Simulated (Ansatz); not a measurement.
# GeTe: basis-set convergence

One table from this session's results is given with a row withheld; the runs are named, their logs left out.

Method: one geometry, several basis sets; program: Ansatz 0.2.0, Gaussian basis.

Levels to be run: PBE0-D4/def2-SVP; ωB97M-V/def2-SVP; PBE0-D4/def2-QZVPP; ωB97M-V/def2-QZVPP; the functionals' def2-TZVPP values are taken from earlier runs.

### Structure used throughout

The geometry comes from an earlier relaxation with PBE0-D4 in a triple-zeta def2 set; it is a stationary point. Te takes the def2 core potential; no spin-orbit term is included.

SMILES `[Ge][Te]`, 2 atoms, charge 0, spin multiplicity 1.

Atoms are counted from 1 here; the program's logs count them from 0.

Bond lengths: Ge1–Te2 2.338 Å.

Set-up of the first run:

Input file in.yaml:

```yaml
crystal:
  periodic: [false, false, false]
  atoms:
    - {symbol: Ge, position_ang: [0.000000, 0.000000, 0.000844]}
    - {symbol: Te, position_ang: [-0.000000, -0.000000, 2.339321]}
basis:
  gaussian: {orbitals: def2-SVP}
hamiltonian: {xc: pbe0, dispersion: d4}
output: {orbitals: {seedname: orbitals}}
```

The run is started by

```
$ ansatz run in.yaml --threads 4 --pin off --events-out ev --progress --plain --max-ram 10444MiB
```

Steps of the session up to this table: PBE0-D4 in def2-SVP; ωB97M-V in def2-SVP; PBE0-D4 in def2-QZVPP; ωB97M-V in def2-QZVPP.

One of the session's tables, all rows but one given; the rest of the session is left out.

It belongs to the step «Density functionals: the series». 

| functional | basis | HOMO (eV) | LUMO (eV) |
| --- | --- | --- | --- |
| PBE0-D4 | def2-SVP | -7.06 | -2.58 |
| PBE0-D4 | def2-TZVPP | -7.07 | -2.58 |
| PBE0-D4 | def2-QZVPP | -7.09 | -2.63 |
| ωB97M-V | def2-SVP | -8.91 | -0.72 |
| ωB97M-V | def2-TZVPP | -8.93 | -0.76 |
| ωB97M-V | def2-QZVPP | ? | ? |

**Question.** Estimate the row for ωB97M-V, def2-QZVPP.

**Answer.** HOMO (eV): -8.96; LUMO (eV): -0.85. In the column «HOMO (eV)» it is the lowest.
